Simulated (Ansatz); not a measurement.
**C2H8ClGaSe: how energies converge with the basis set**

One table from this session's results is given with a row withheld; the runs are named, their logs left out.

Program: Ansatz 0.2.0, Gaussian basis. Level of theory: one geometry, several basis sets. These are calculated values, not measurements.

The runs, in order: PBE0-D4/def2-SVP; ωB97M-V/def2-SVP; PBE0-D4/def2-QZVPP; ωB97M-V/def2-QZVPP; the functionals' def2-TZVPP values are taken from earlier runs.

## The relaxed structure

An earlier PBE0-D4 in a triple-zeta def2 set relaxation fixed the geometry.

SMILES `[CH3][Ga-]([CH3])([Cl])[SeH2+]`, 13 atoms, charge 0, spin multiplicity 1.

Atoms are counted from 1 here; the program's logs count them from 0.

Bond lengths: C1–Ga2 1.967 Å, C1–H6 1.092 Å, C1–H7 1.091 Å, C1–H8 1.093 Å, Ga2–C3 1.967 Å, Ga2–Cl4 2.209 Å, Ga2–Se5 2.794 Å, C3–H9 1.091 Å, C3–H10 1.093 Å, C3–H11 1.092 Å, Se5–H12 1.468 Å, Se5–H13 1.468 Å. Angles: Ga2–C1–H6 111.7°, Ga2–C1–H7 110.9°, Ga2–C1–H8 109.4°, H6–C1–H7 109.1°, H6–C1–H8 107.9°, H7–C1–H8 107.7°, C1–Ga2–C3 129.4°, C1–Ga2–Cl4 113.0°, C1–Ga2–Se5 98.5°, C3–Ga2–Cl4 113.0°, C3–Ga2–Se5 98.5°, Cl4–Ga2–Se5 93.7°, Ga2–C3–H9 110.9°, Ga2–C3–H10 109.4°, Ga2–C3–H11 111.7°, H9–C3–H10 107.7°, H9–C3–H11 109.1°, H10–C3–H11 107.9° and more.

Set-up of the first run:

in.yaml reads:

```yaml
crystal:
  periodic: [false, false, false]
  atoms:
    - {symbol: C, position_ang: [-1.932996, 0.413385, 0.264469]}
    - {symbol: Ga, position_ang: [-0.187510, -0.219365, -0.384964]}
    - {symbol: C, position_ang: [0.839869, -1.811059, 0.144015]}
    - {symbol: Cl, position_ang: [0.267016, 0.458367, -2.438140]}
    - {symbol: Se, position_ang: [1.425581, 1.726597, 0.806400]}
    - {symbol: H, position_ang: [-1.999746, 0.364628, 1.353502]}
    - {symbol: H, position_ang: [-2.121208, 1.438376, -0.058920]}
    - {symbol: H, position_ang: [-2.724986, -0.215930, -0.149564]}
    - {symbol: H, position_ang: [1.863307, -1.757003, -0.230505]}
    - {symbol: H, position_ang: [0.375963, -2.702619, -0.285667]}
    - {symbol: H, position_ang: [0.862760, -1.933789, 1.229019]}
    - {symbol: H, position_ang: [2.494485, 1.448595, -0.160596]}
    - {symbol: H, position_ang: [0.858067, 2.755016, -0.074048]}
basis:
  gaussian: {orbitals: def2-SVP}
hamiltonian: {xc: pbe0, dispersion: d4}
output: {orbitals: {seedname: orbitals}}
```

Started as:

```
> ansatz run in.yaml --threads 4 --pin off --events-out ev --progress --plain --max-ram 11315MiB
```

Among the steps run: PBE0-D4 in def2-SVP; ωB97M-V in def2-SVP; PBE0-D4 in def2-QZVPP; ωB97M-V in def2-QZVPP.

One of the session's tables, all rows but one given; the rest of the session is left out.

It belongs to the step «Density functionals: the series». 

```
functional       basis  HOMO (eV)
   PBE0-D4    def2-SVP          ?
   PBE0-D4  def2-TZVPP      -7.43
   PBE0-D4  def2-QZVPP      -7.46
   ωB97M-V    def2-SVP      -9.47
   ωB97M-V  def2-TZVPP      -9.64
   ωB97M-V  def2-QZVPP      -9.67
```

**Question.** Estimate the row for PBE0-D4, def2-SVP.

The run gave: HOMO (eV): -7.28. In the column «HOMO (eV)» it is the highest.
